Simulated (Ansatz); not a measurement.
**AlFH6O4 (built from SMILES F.O.[OH][Al]([OH])[OH]): a reaction path by the nudged elastic band**

What path joins these two structures, and how high does it climb? Both ends were relaxed at PBE0-D4 in triple zeta.

Computed with Ansatz 0.2.0, Gaussian basis. Level: PBE0-D4/def2-SVP.

22 further runs of the same task are left out: 22 set aside as unsound or not needed. Runs told in other sessions of the task aren't counted.

### 1 Starting geometry

The first end: 12 atoms, charge 0, spin multiplicity 1.

Atoms are counted from 1 here; the program's logs count them from 0.

Bond lengths: Al1–O2 1.746 Å, Al1–O3 1.898 Å, Al1–O4 1.701 Å, Al1–F6 1.670 Å, O2–H9 0.957 Å, O3–H10 0.962 Å, O3–H12 1.020 Å, O4–H11 0.954 Å, H5–O8 0.960 Å, H7–O8 0.996 Å. Angles: O2–Al1–O3 96.5°, O2–Al1–O4 112.6°, O2–Al1–F6 117.1°, O3–Al1–O4 112.3°, O3–Al1–F6 97.2°, O4–Al1–F6 117.5°, Al1–O2–H9 117.6°, Al1–O3–H10 113.1°, Al1–O3–H12 110.5°, H10–O3–H12 109.6°, Al1–O4–H11 122.2°, H5–O8–H7 107.2°.

Coordinates:

```tsv
atom	x (Å)	y (Å)	z (Å)
Al1	-0.4070	-0.5704	0.8454
O2	1.2118	-0.6754	0.1991
O3	-1.0422	0.7375	-0.3752
O4	-1.2578	-2.0385	0.7212
H5	1.6753	1.9063	-1.5083
F6	-0.6139	0.3249	2.2398
H7	1.4267	0.4243	-1.0383
O8	1.1041	1.1470	-1.6427
H9	1.6129	-1.5423	0.1469
H10	-1.4653	1.4844	0.0585
H11	-1.9628	-2.2696	1.3215
H12	-0.2817	1.0717	-0.9677
```

The second end:

```xyz
12
AlFH6O4
Al   -0.5823   -0.3496    0.8871
O     1.1509   -0.6156    0.1905
O    -1.0300    0.8963   -0.2517
O    -1.2271   -1.9192    0.6715
H     1.6314    1.9439   -1.5246
F    -0.4487    0.1918    2.4527
H     1.3465    0.0286   -0.5771
O     1.1508    1.1209   -1.6381
H     1.2656   -1.5242   -0.1068
H    -1.8635    1.3583   -0.1935
H    -1.6201   -2.4029    1.3943
H     0.2266    1.2716   -1.3043
```

### 2 The band at PBE0-D4/def2-SVP

Input file neb/in.yaml:

```yaml
crystal:
  periodic: [false, false, false]
  atoms:
    - {symbol: Al, position_ang: [-0.406968, -0.570353, 0.845371]}
    - {symbol: O, position_ang: [1.211834, -0.675360, 0.199051]}
    - {symbol: O, position_ang: [-1.042205, 0.737451, -0.375201]}
    - {symbol: O, position_ang: [-1.257838, -2.038505, 0.721171]}
    - {symbol: H, position_ang: [1.675311, 1.906295, -1.508341]}
    - {symbol: F, position_ang: [-0.613923, 0.324922, 2.239802]}
    - {symbol: H, position_ang: [1.426683, 0.424345, -1.038343]}
    - {symbol: O, position_ang: [1.104111, 1.147030, -1.642679]}
    - {symbol: H, position_ang: [1.612928, -1.542344, 0.146855]}
    - {symbol: H, position_ang: [-1.465254, 1.484436, 0.058517]}
    - {symbol: H, position_ang: [-1.962832, -2.269571, 1.321485]}
    - {symbol: H, position_ang: [-0.281746, 1.071654, -0.967688]}
basis:
  gaussian: {orbitals: def2-SVP}
hamiltonian: {xc: pbe0, dispersion: d4}
neb:
  images: 5
  climbing: true
  max_iterations: 40
  initial_path: idpp
  final_atoms:
    - {symbol: Al, position_ang: [-0.582273, -0.349618, 0.887118]}
    - {symbol: O, position_ang: [1.150883, -0.615629, 0.190466]}
    - {symbol: O, position_ang: [-1.029988, 0.896308, -0.251704]}
    - {symbol: O, position_ang: [-1.227123, -1.919156, 0.671514]}
    - {symbol: H, position_ang: [1.631433, 1.943896, -1.524612]}
    - {symbol: F, position_ang: [-0.448688, 0.191835, 2.452710]}
    - {symbol: H, position_ang: [1.346452, 0.028646, -0.577108]}
    - {symbol: O, position_ang: [1.150785, 1.120851, -1.638110]}
    - {symbol: H, position_ang: [1.265606, -1.524205, -0.106780]}
    - {symbol: H, position_ang: [-1.863545, 1.358347, -0.193506]}
    - {symbol: H, position_ang: [-1.620087, -2.402883, 1.394347]}
    - {symbol: H, position_ang: [0.226646, 1.271608, -1.304335]}
```

The run is started by

```sh
$ ansatz run in.yaml --threads 8 --pin off --events-out ev --progress --plain --max-ram 19148MiB
```

Log:

```text
Functional definition: PBE0
  name "PBE0"
  cite "Adamo & Barone, J. Chem. Phys. 110, 6158 (1999) doi:10.1063/1.478522"
  cite "Perdew, Burke & Ernzerhof, Phys. Rev. Lett. 77, 3865 (1996) doi:10.1103/PhysRevLett.77.3865"
  parent pbe
  parameter a = 0.25
  parameter kappa = 0.804
  parameter beta = 0.06672455060314922
  exchange = (1 - a)*pbe_x(kappa = kappa, mu = beta*pi^2/3) + a*exact_x
  correlation = pbe_c(beta = beta)
1186 factors; integrals over basis functions are off by at most 4.8e-4 eV
mean field evaluation 1: about -17568.1046 eV, gradient 9.0e1 eV
mean field evaluation 2: about -17555.9152 eV, gradient 1.2e2 eV
mean field evaluation 4: about -17581.3924 eV, gradient 4.0e0 eV
mean field evaluation 8: about -17581.4414 eV, gradient 1.6e-1 eV
mean field evaluation 16: about -17581.4414 eV, gradient 7.9e-5 eV
mean field -17581.44143526 eV, -646.1060556169 hartree, gradient 7.9e-5 eV, S^2 0.000000; 0 other end points of the search recorded, 0 dependent functions left out
the calculation of the forces begins
reference -17581.44146606 eV, -646.1060567488 hartree; 30, 30 occupied and 88, 88 virtual orbitals, 1186 factors
[... from here to the last solve, the lines of the solves are left out (79 solves) ...]
WARN: NEB end point (image 0): max|allowed force component| = 2.943e-1 eV/Å (the criterion of neb.relax_end_points is 1.000e-2). That is over neb.f_tol: it is no minimum, so the barrier can be far off. Relax it first
WARN: NEB end point (image 6): max|allowed force component| = 4.125e-1 eV/Å (the criterion of neb.relax_end_points is 1.000e-2). That is over neb.f_tol: it is no minimum, so the barrier can be far off. Relax it first
NEB iter   1: max|band force component| = 2.177e0 eV/Å  barrier→ = 0.6030 eV  barrier← = 0.6340 eV  Δτ_max = 0.1586 Å  (177 SCF iters)
NEB iter   2: max|band force component| = 9.022e-1 eV/Å  barrier→ = 0.1592 eV  barrier← = 0.1903 eV  Δτ_max = 0.0969 Å  (140 SCF iters)
NEB iter   3: max|band force component| = 3.082e-1 eV/Å  barrier→ = 0.1145 eV  barrier← = 0.1456 eV  CI = image 3  Δτ_max = 0.0273 Å  (145 SCF iters)
NEB iter   4: max|band force component| = 1.489e-1 eV/Å  barrier→ = 0.1049 eV  barrier← = 0.1360 eV  CI = image 3  Δτ_max = 0.0706 Å  (144 SCF iters)
NEB iter   5: max|band force component| = 3.544e-1 eV/Å  barrier→ = 0.1018 eV  barrier← = 0.1329 eV  CI = image 3  Δτ_max = 0.0357 Å  (139 SCF iters)
NEB iter   6: max|band force component| = 2.434e-1 eV/Å  barrier→ = 0.1001 eV  barrier← = 0.1312 eV  CI = image 3  Δτ_max = 0.0155 Å  (144 SCF iters)
NEB iter   7: max|band force component| = 1.846e-1 eV/Å  barrier→ = 0.0994 eV  barrier← = 0.1305 eV  CI = image 3  Δτ_max = 0.0105 Å  (148 SCF iters)
1188 factors; integrals over basis functions are off by at most 1.0e-3 eV
mean field -17581.48334097 eV, -646.1075956234 hartree, gradient 9.8e-7 eV, S^2 0.000000; 0 other end points of the search recorded, 0 dependent functions left out
the calculation of the forces begins
reference -17581.48337203 eV, -646.1075967648 hartree; 30, 30 occupied and 88, 88 virtual orbitals, 1188 factors
NEB iter   8: max|band force component| = 4.248e-2 eV/Å  barrier→ = 0.0993 eV  barrier← = 0.1304 eV  CI = image 3  CI's point: of a kind that is not told: the force calls were inconclusive, a negative curvature could not be distinguished from the path's own, the only one lies far off the path, or fixed occupations may fill a level only in part  Δτ_max = 0.0000 Å  (965 SCF iters)
Total energy: -17581.51498498 eV, -646.1087585192 hartree
Atom 0 at    -0.455838    -0.431545     0.838162 Å, force    -0.003600     0.011899     0.010837 eV/Å
Atom 1 at     1.206350    -0.594971     0.136325 Å, force    -0.006060     0.011597    -0.018670 eV/Å
Atom 2 at    -1.009868     0.777949    -0.405118 Å, force     0.034220    -0.005376    -0.013381 eV/Å
Atom 3 at    -1.190352    -1.976490     0.765423 Å, force     0.012409     0.006563    -0.000932 eV/Å
Atom 4 at     1.511330     1.835821    -1.310773 Å, force     0.002794     0.010572     0.007295 eV/Å
Atom 5 at    -0.479412     0.381373     2.309316 Å, force     0.001115    -0.012738    -0.013278 eV/Å
Atom 6 at     1.307854     0.226859    -0.868772 Å, force    -0.001621    -0.016409     0.018985 eV/Å
Atom 7 at     1.034654     1.044466    -1.588043 Å, force     0.000329    -0.001503    -0.024642 eV/Å
Atom 8 at     1.532247    -1.491942     0.016854 Å, force     0.008696    -0.008253     0.006130 eV/Å
Atom 9 at    -1.654843     1.453579    -0.183219 Å, force    -0.021248     0.010906     0.004942 eV/Å
Atom 10 at    -1.782813    -2.307653     1.439643 Å, force    -0.012852    -0.004840     0.006367 eV/Å
Atom 11 at    -0.019208     1.082554    -1.149798 Å, force    -0.014181    -0.002418     0.016345 eV/Å
Dipole moment:     0.212871     0.417661    -0.394022 e Å
```

It took 55 s on 8 threads of Arm Neoverse V2, shared host.

The last band:

```tsv
image	path (Å)	energy (kJ/mol)	Al1–F6 (Å)	H5–O8 (Å)	O2–H7 (Å)	Al1–O2 (Å)
0	0.00	0.0	1.67	0.96	1.67	1.75
1	0.32	-1.9	1.68	0.96	1.61	1.76
2	0.63	1.2	1.68	0.96	1.51	1.77
3	0.95	9.6	1.68	0.96	1.30	1.81
4	1.26	-0.2	1.68	0.96	1.08	1.87
5	1.57	-4.4	1.68	0.96	1.04	1.89
6	1.89	-3.0	1.66	0.96	1.02	1.89
```

The highest image, 3:

```
Al   -0.4558   -0.4315    0.8382
O     1.2064   -0.5950    0.1363
O    -1.0099    0.7779   -0.4051
O    -1.1904   -1.9765    0.7654
H     1.5113    1.8358   -1.3108
F    -0.4794    0.3814    2.3093
H     1.3079    0.2269   -0.8688
O     1.0347    1.0445   -1.5880
H     1.5322   -1.4919    0.0169
H    -1.6548    1.4536   -0.1832
H    -1.7828   -2.3077    1.4396
H    -0.0192    1.0826   -1.1498
```

### 3 Results

```
                                                                       quantity                                               value
                                                 PBE0-D4/def2-SVP, 8 iterations  highest 9.6 kJ/mol (image 3), last end -3.0 kJ/mol
from earlier runs: barrier over the separately found saddle, CCSD(T)/def2-TZVPP                                         27.5 kJ/mol
```

The highest image lies 9.6 kJ/mol above the first end, and it climbed, so it estimates the saddle. The ends are not quite minima at this level (largest force component 0.41 eV/Å), so the heights are unreliable: relaxing the first end would lower it and raise the barrier above it. The highest image is 17.9 kJ/mol below the CCSD(T) barrier in triple zeta, which comes from separate runs on the saddle.
